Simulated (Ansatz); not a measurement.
The same calculation of Ir (distorted cell) as a Python script and as an input file (Ansatz 0.2.0, Python API).

`scf_ir.py`
```python
from collections import Counter
from pathlib import Path

import ansatz as az
from ase.data import atomic_numbers
import numpy as np
from pymatgen.core import Structure
import spglib

structure = (
    az.Lattice.of((2.70451, -0.01013, 0.0019), (-1.36103, 2.30483, -0.02237), (0.00308, -0.04011, 4.53215))
    .atom("Ir", (0.68887, 0.32661, 0.7776))
    .atom("Ir", (0.34299, 0.66839, 0.24791))
)

model = (
    structure.calculation()
    .functional(az.Functional.PBESOL)
    .accuracy("low")
    .kpoints(5, 5, 3)
    .pseudopotentials("nc")
    .occupations("methfessel_paxton", width=0.1)
    .mixing("msr1", beta=0.7)
    .density()
    .electron_localization_function()
    .output_files(volumetric_format="npy")
)
out = model.run(threads=1, backend="cpu")
data = out.report

energy = data["free_energy_ev"]
print("Ir: {:.6f} eV = {:.6f} Ry = {:.6f} Ha".format(energy, energy / 13.605693, energy / 27.211386))
print("Fermi level {:.4f} eV, {} k-points, {} symmetry operations".format(data["fermi_energy_ev"], data["n_kpoints"], data["n_symmetry_ops"]))

folder = Path(out.write_results("elf"))
elf = np.load(folder / "elf.npy")
peak = np.unravel_index(elf.argmax(), elf.shape)
print(f"largest ELF {elf.max():.3f} at grid fractions", np.round(np.array(peak) / elf.shape, 3))
for level in (0.2, 0.5, 0.7, 0.8, 0.9):
    print(f"share of the cell with ELF over {level}: {np.mean(elf > level):.3f}")

lines = ["| quantity | value |", "|---|---|"]
lines.append(f"| free energy per atom | {data['free_energy_ev'] / len(out.lattice.sites):.4f} eV |")
lines.append(f"| Fermi level | {data['fermi_energy_ev']:.3f} eV |")
lines.append(f"| volume per atom | {data['setup']['cell_volume_ang3'] / len(out.lattice.sites):.3f} A^3 |")
lines.append(f"| valence electrons | {data['n_electrons']:g} |")
Path("summary.md").write_text("\n".join(lines) + "\n")

final = Structure(out.lattice.cell_ang, [s.symbol for s in out.lattice.sites], [s.position_frac for s in out.lattice.sites])
for index, site in enumerate(final):
    near = final.get_neighbors(site, 4.5)
    edge = 1.15 * min(n.nn_distance for n in near)
    shell = Counter((round(n.nn_distance, 2), n.specie.symbol) for n in near if n.nn_distance < edge)
    print(f"{index:2d} {site.specie.symbol:2s}", ", ".join(f"{count} {symbol} at {d:.2f}" for (d, symbol), count in sorted(shell.items())))

spg_cell = (out.lattice.cell_ang, [s.position_frac for s in out.lattice.sites], [atomic_numbers[s.symbol] for s in out.lattice.sites])
found = spglib.get_symmetry_dataset(spg_cell, symprec=1e-3)
print(found.international, found.number, "point group", found.pointgroup)
for site, letter, group in zip(out.lattice.sites, found.wyckoffs, found.site_symmetry_symbols):
    print(f"  {site.symbol:2s} Wyckoff {letter}  site symmetry {group}")

rho = out.density()
total = sum(ch.density_e_per_ang3 for ch in rho.channels[:2]) if len(rho.channels) < 3 else rho.channels[0].density_e_per_ang3
print("grid", rho.dims, "electrons", round(float(total.mean() * rho.cell_volume_ang3), 4))
profile = total.mean(axis=(1, 2))
print("planar average along grid axis 0 (e/A^3):")
print(np.array2string(profile[:: max(len(profile) // 16, 1)], precision=4))
```

```console
$ python scf_ir.py
DeckWarning: basis.ecutwfc = 925.187132 eV, auto-derived from the records' recommended cutoffs: set by Ir (normal level)
Ir: -6250.884229 eV = -459.431521 Ry = -229.715760 Ha
Fermi level 26.1205 eV, 38 k-points, 2 symmetry operations
largest ELF 0.787 at grid fractions [0.433 0.6   0.333]
share of the cell with ELF over 0.2: 0.984
share of the cell with ELF over 0.5: 0.142
share of the cell with ELF over 0.7: 0.064
share of the cell with ELF over 0.8: 0.000
share of the cell with ELF over 0.9: 0.000
 0 Ir 1 Ir at 2.61, 1 Ir at 2.64, 3 Ir at 2.66, 2 Ir at 2.68, 2 Ir at 2.70, 1 Ir at 2.82, 1 Ir at 2.85, 1 Ir at 2.90
 1 Ir 1 Ir at 2.61, 1 Ir at 2.64, 3 Ir at 2.66, 2 Ir at 2.68, 2 Ir at 2.70, 1 Ir at 2.82, 1 Ir at 2.85, 1 Ir at 2.90
P-1 2 point group -1
  Ir Wyckoff i  site symmetry 1
  Ir Wyckoff i  site symmetry 1
grid (30, 30, 48) electrons 34.0
planar average along grid axis 0 (e/A^3):
[0.6172 0.6183 0.6668 0.7586 0.8813 1.0138 1.1318 1.2197 1.278  1.3205
 1.3643 1.4221 1.4973 1.5824 1.659  1.7046 1.7035 1.6561 1.5786 1.4936
 1.4191 1.3622 1.3187 1.2759 1.2165 1.1271 1.0081 0.8755 0.7537 0.6637]
```
(Warnings from the package without file and line.)

`input.yaml`:
```yaml
crystal:
  lattice:
    - [2.70451, -0.01013, 0.0019]
    - [-1.36103, 2.30483, -0.02237]
    - [0.00308, -0.04011, 4.53215]
  atoms:
    - { symbol: Ir, position: [0.68887, 0.32661, 0.7776] }
    - { symbol: Ir, position: [0.34299, 0.66839, 0.24791] }
accuracy: low
kpoints:
  mp_grid: { grid: [5, 5, 3] }
hamiltonian:
  xc: pbesol
  pseudopotentials: { kind: nc }
scf:
  mixing: { algorithm: msr1, beta: 0.7 }
  occupations: { method: methfessel_paxton, width: 0.1 }
output:
  write_density: true
  volumetric_format: npy
  elf: true
```

On the command line:
```console
$ ansatz run input.yaml --threads 1 --pin off --max-ram 3072MiB --backend cpu --events-out ev --progress --plain --runs-dir out
settings of this run that can trade accuracy for cost: basis.ecutrho_ratio < 4; accuracy: low. Do not mix this run's numbers with those of runs without the same settings; the input reference describes each key
Engine: ansatz 0.2.0, x86_64-unknown-linux-gnu
Pseudopotentials: kind: nc
Pseudopotential: Ir, nc, valence charge 17, recommended cutoff 925.187132 eV (normal), Ir.nc.azcp (PseudoDojo's, or run here from an input of PseudoDojo's: the run reads no file of this project's for it)
Functional definition: PBEsol
  exchange = pbesol_x
  correlation = pbesol_c
Crystal: 2 atoms, lattice volume = 28.186 Å³
Basis set: ecut = 925.187132 eV, 1817 PW (Γ)
Bands: 21, of which v1, the nominal top of the filled ones, is band 17 counted from 1 (16 counted from 0)
Symmetry: 2 space group operations
Space group: P-1 (ITA 2), of the structure as read, at distance tolerance 3.0e-5 Å
k-points: 38 of 75
Non-local potential: Ir, projectors of the file, l = 0: 2, l = 1: 2, l = 2: 2, l = 3: 2
Initial density: superposition of atomic densities (chi_scale 0.1, normalization cell)
Initial wavefunctions: pseudopotential atomic-orbital guess
Functional: x = pbesol(κ = 0.804, μ = 0.12345679012345678), c = pbesol(β = 0.046)
SCF iter   1: F=—  HF=-6251.070077 eV  |F-HF|=—  |Δ(HF+E_count)|=         —  Δρ=4.80e-2  dr2=5.50e-1  ethr=3.10e-3  ⟨swp⟩=4.7  Hψ=3201  notcnv=0
preconditioner: auto → Kerker (q_TF=auto, 2.815 Å⁻¹)  [metal: Δε(μ)=0.069 eV  Ē_g=8.122 eV  σ=0.100 eV  W_gap=0.50  n_scr=10 (ndim 8)  ℏωp=29.7 eV  f_vac=0.000  D(μ)=4.57/eV (n_scr^D=76)]
SCF iter   2: F=—  HF=-6250.897668 eV  |F-HF|=—  |Δ(HF+E_count)|=   1.72e-1  S|Δr|=    0.00e0  Δρ=1.62e-2  dr2=5.31e-2  ethr=1.62e-3  ⟨swp⟩=2.9  Hψ=1736  notcnv=0
SCF iter   3: F=—  HF=-6250.884461 eV  |F-HF|=—  |Δ(HF+E_count)|=   1.32e-2  S|Δr|=    0.00e0  Δρ=2.68e-3  dr2=1.33e-3  ethr=1.56e-4  ⟨swp⟩=2.1  Hψ=1162  notcnv=0
SCF iter   4: F=—  HF=-6250.884233 eV  |F-HF|=—  |Δ(HF+E_count)|=   2.29e-4  S|Δr|=    0.00e0  Δρ=3.40e-4  dr2=2.85e-5  ethr=3.91e-6  ⟨swp⟩=2.0  Hψ=1330  notcnv=0
SCF iter   5: F=—  HF=-6250.884230 eV  |F-HF|=—  |Δ(HF+E_count)|=   3.10e-6  S|Δr|=    0.00e0  Δρ=9.13e-5  dr2=2.06e-6  ethr=8.37e-8  ⟨swp⟩=2.1  Hψ=1384  notcnv=0
SCF iter   6: F=—  HF=-6250.884229 eV  |F-HF|=—  |Δ(HF+E_count)|=   5.18e-7  S|Δr|=    0.00e0  Δρ=2.34e-5  dr2=1.12e-7  ethr=6.07e-9  ⟨swp⟩=2.1  Hψ=1134  notcnv=0
SCF iter   7: F=-6250.884229 eV  HF=-6250.884229 eV  |F-HF|=2.58e-9  |Δ(HF+E_count)|=   1.90e-8  S|Δr|=    0.00e0  Δρ=6.35e-6  dr2=5.69e-9  ethr=2.94e-10  ⟨swp⟩=3.2  Hψ=2199  notcnv=0
SCF 1 converged in 7 iterations: F = -6250.884229 eV  dr2 = 5.69e-9
SCF converged after 7 iterations
Stability not checked: this state was not tested for a lower state beside it, because cold or Methfessel-Paxton smearing, or corrected tetrahedra, fill the levels in a way that the test cannot read (fill_not_monotonic; see scf.lower_state_search)
Free energy (F): -6250.884229 eV
Harris-Foulkes:  -6250.884229 eV  (|F-HF|=2.58e-9)
Internal energy: -6250.880126 eV  (E = F + TS)
E sigma→0 (E₀):  -6250.883203 eV
Entropy (-TS):   -0.004103 eV (-2.052 meV/atom)
Fermi energy:    26.120487 eV
--- Per-component energies (eV) ---
  E_band       = -166.556230
  E_kinetic    = 1749.918235
  E_local      = -3009.271635  (includes V_loc(G=0)·N_el)
  E_nonlocal   = 331.313293
  E_hartree    = 804.552440
  E_xc         = -1168.161868
  E_vxc        = -847.620818  (∫ρ·V_xc dr)
  E_ewald      = -4959.230591
  E_smearing   = -0.004103  (= −TS)
  E_closure    = 0.000000  (closes the sum)
  Σ components = -6250.884229   (vs F -6250.884229, Δ=0.00e0)
--- Band table (eV; the first three rows and the last of 38) ---
  k-point 0: bands = ["-67.2201", "-67.1542", "-24.2804", "-23.7282", "-23.6903", "-23.6132", "-23.5974", "-23.5006", "14.6207", "17.5036", "21.6063", "21.7606", "22.1589", "22.2751", "22.6750", "23.8944", "24.1231", "24.8075", "26.1733", "26.5168", "32.2614"]
  k-point 1: bands = ["-67.2093", "-67.1651", "-24.1272", "-23.7083", "-23.6814", "-23.6649", "-23.6301", "-23.6090", "15.6667", "17.3333", "21.1999", "21.6454", "21.9408", "22.0518", "22.3240", "22.4157", "24.7117", "24.9147", "26.0666", "26.1733", "36.2975"]
  k-point 2: bands = ["-67.1953", "-67.1407", "-24.1901", "-23.9703", "-23.8559", "-23.7787", "-23.6481", "-23.5305", "16.1620", "18.7435", "20.8198", "21.4761", "21.9010", "22.8416", "22.9924", "23.2054", "23.4213", "23.8469", "26.6138", "30.6398", "32.1469"]
  k-point 37: bands = ["-67.1591", "-67.1351", "-24.2155", "-24.1607", "-23.9364", "-23.8603", "-23.8039", "-23.6273", "18.5702", "19.2675", "20.2095", "20.4746", "21.5376", "21.7687", "22.6374", "24.4779", "25.3842", "26.5824", "27.1558", "29.0094", "36.3332"]
settings of this run that can trade accuracy for cost: basis.ecutrho_ratio < 4; accuracy: low. Do not mix this run's numbers with those of runs without the same settings; the input reference describes each key
```

Caveats:
- The settings weren't tested for convergence.
- For a metal this mesh is far too coarse, so the numbers only illustrate the procedure.
- The zero of the levels is a convention of the potentials, so an absolute Fermi energy is no work function.
- Spin-orbit coupling, which matters for elements this heavy, is left out.
- Densities and potentials on the grid are those of the valence electrons, and inside the cores they hang on the potentials used.
- The cell is a database structure, distorted on purpose.
- Wall time of the script: 2.8 s on 1 thread of Intel(R) Xeon(R) Platinum 8488C (Sapphire Rapids) (shared host), peak memory 0.41 GiB.

(Lines on the test bed's own set-up are left out of the output.)
